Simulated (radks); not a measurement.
**Re⁺ in [Xe] 4f14 5d5 6s0.75 7s0.25: an all-electron calculation**

What are the levels of the rhenium ion Re+, how large are its shells, and how does its energy divide?

Method: Dirac Kohn-Sham, HCTH/407, spin-unpolarised, spherical densities, finite nucleus; open shells fill j = l - 1/2 first. Code: radks (a radial shooting solver on a logarithmic mesh, Libxc functionals) version 1.

## (1) What is computed

- element: rhenium (Z = 75)
- charge: +1
- electrons: 74
- configuration: [Xe] 4f14 5d5 6s0.75 7s0.25
- nuclear rms radius: 5.3698 fm

## (2) The run

Settings of this run:

```text
Z 75
configuration [Xe] 4f14 5d5 6s0.75 7s0.25 6p0 6d0
relativity Dirac
functional hcth_407
spin unpolarised
j_filling energy
nucleus finite rms 5.3698 fm
c 137.035999084
```

**Question.** What will this run give?

**Answer**, as computed:

| quantity | value |
| --- | --- |
| total energy | -16724.3483 hartree |
| exchange-correlation share of it | 2.05 % |
| −T/E | 1.1301 |
| highest occupied level | 7s1/2, -4.415 eV |
| most extended occupied level | 7s1/2, <r> = 6.82 bohr |
| radius at density 0.001 e/bohr³ | 4.15 bohr |
| maxima of the radial density | 4 |

7 principal shells are occupied and 4 maxima appear in the radial density; where shells overlap, one shows as a shoulder or not at all. Relativity lifts −T/E to 1.130. This is not the tabulated ground configuration, so its levels and sizes aren't those of the ground state, and no measured value stands beside it.
